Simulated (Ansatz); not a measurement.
# LiReH6: the cost of one run

Program: Ansatz 0.2.0. Level of theory: DFT PBE, scalar-relativistic, plane waves, PAW. These are calculated values, not measurements.

### 1 Starting point

It takes space group P4/mmm (No. 123, tetragonal). Conventional cell: a = 3.312 Å, b = 3.312 Å, c = 6.546 Å, α = 90.00°, β = 90.00°, γ = 90.00°. Li (site symmetry 4/mmm) is surrounded by 12 H at 2.34 Å. Re (site symmetry 4/mmm) has 12 H at 2.32 to 2.34 Å as nearest neighbours. Around H (site symmetry 4/mmm) lie 8 H at 2.32 Å and 4 Re at 2.34 Å. Around H (site symmetry 4/mmm) lie 8 H at 2.34 Å and 4 Li at 2.34 Å. H (site symmetry 2mm) is surrounded by 2 Re at 2.32 Å and 8 H at 2.32 to 2.34 Å and 2 Li at 2.34 Å.

Coordinates:

```
CELL_PARAMETERS angstrom
3.31200 0.00000 0.00000
0.00000 3.31200 0.00000
0.00000 0.00000 6.54588
ATOMIC_POSITIONS crystal
Li 0.00000 0.00000 0.50000
Re 0.00000 0.00000 0.00000
H 0.50000 0.50000 0.00000
H 0.50000 0.50000 0.50000
H 0.50000 0.00000 0.24810
H 0.50000 0.00000 0.75190
H 0.00000 0.50000 0.24810
H 0.00000 0.50000 0.75190
```

Recipe of the guess: species swapped into a database cell of TiGaNi6 (P4/mmm, No. 123), with Li on the Ti sites, Re on the Ga sites and H on the Ni sites. Lengths come from tabulated atomic sizes and are only a guess.

### 2 A first look at the guess

input.yaml

```yaml
crystal:
  lattice:
    - [3.31200187, 0.0, 0.0]
    - [0.0, 3.31200187, 0.0]
    - [0.0, 0.0, 6.54587824]
  atoms:
    - { symbol: Li, position: [0.0, 0.0, 0.5] }
    - { symbol: Re, position: [0.0, 0.0, 0.0] }
    - { symbol: H, position: [0.5, 0.5, 0.0] }
    - { symbol: H, position: [0.5, 0.5, 0.5] }
    - { symbol: H, position: [0.5, 0.0, 0.2481036] }
    - { symbol: H, position: [0.5, 0.0, 0.7518964] }
    - { symbol: H, position: [0.0, 0.5, 0.2481036] }
    - { symbol: H, position: [0.0, 0.5, 0.7518964] }
basis:
  ecutwfc: 420
kpoints:
  mp_grid: { grid: [6, 6, 4] }
hamiltonian:
  xc: pbe
scf:
  occupations: { method: gaussian, width: 0.1 }
  lower_state_search: "off"
output:
  forces: true
  stress: true
  eigenvalues: true
```

Launch:

```sh
ansatz run input.yaml --threads 1 --pin off --max-ram 2048MiB --backend cpu --events-out ev --progress --plain --runs-dir out
```

What time and memory should one allow on 1 thread of Arm Neoverse N1, shared host?

About 3.5 s, with a peak of 0.33 GiB.
